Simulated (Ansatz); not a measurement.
Crystal: K3Ge.

```xyz
4
Lattice="0.0000 4.3110 4.3110 4.3110 0.0000 4.3110 4.3110 4.3110 0.0000" Properties=species:S:1:pos:R:3 pbc="T T T"
Ge    0.0000    0.0000    0.0000
K     4.3110    4.3110    4.3110
K     6.4665    6.4665    6.4665
K     2.1555    2.1555    2.1555
```

The cell comes from a database or a generator and needn't be the stable form of this composition.

```yaml
Program: Ansatz 0.2.0
Task: relaxation of cell and atoms
Functional: PBEsol
Dispersion: D3(BJ)-ATM
Potentials_or_basis: Ansatz PAW
Cutoff: "420 eV (not typed: the program's choice for these potentials)"
k_mesh: 6 × 6 × 6
Occupations: fermi-dirac, width 0.05 eV
Spin: no spin polarisation
```

At the start: volume 40.06 Å³/atom.

Q: How do energy, volume and symmetry change on relaxing?

A: It ends after 6 steps and the volume is 34.19 Å³/atom (-14.7 %); space group Fm-3m (No. 225, to 0.05 Å).

Step by step:
| step | energy change (eV) | largest force (eV/Å) | volume (Å³) |
| --- | --- | --- | --- |
| 1 | 0.0000 | 0.0000 | 160.24 |
| 2 | -0.0485 | 0.0000 | 154.04 |
| 3 | -0.1105 | 0.0000 | 132.32 |
| 4 | -0.1158 | 0.0000 | 137.60 |
| 5 | -0.1160 | 0.0000 | 136.76 |
| 6 | -0.1154 | 0.0000 | 136.76 |

Final structure:
```
Ge K
1.0
     0.00000    4.08924    4.08924
     4.08924    0.00000    4.08924
     4.08924    4.08924    0.00000
Ge K
1 3
Direct
  0.00000 0.00000 0.00000
  0.50000 0.50000 0.50000
  0.75000 0.75000 0.75000
  0.25000 0.25000 0.25000
```

Caveat: the plane-wave basis is chosen anew once the cell has moved, so the energies of steps on either side of that aren't comparable; pairwise dispersion overbinds metals, which lowers pressure and volume; the PAW data sets come from PBE, with cores solved anew for the run's functional, which leaves a small shift of forces and pressure.
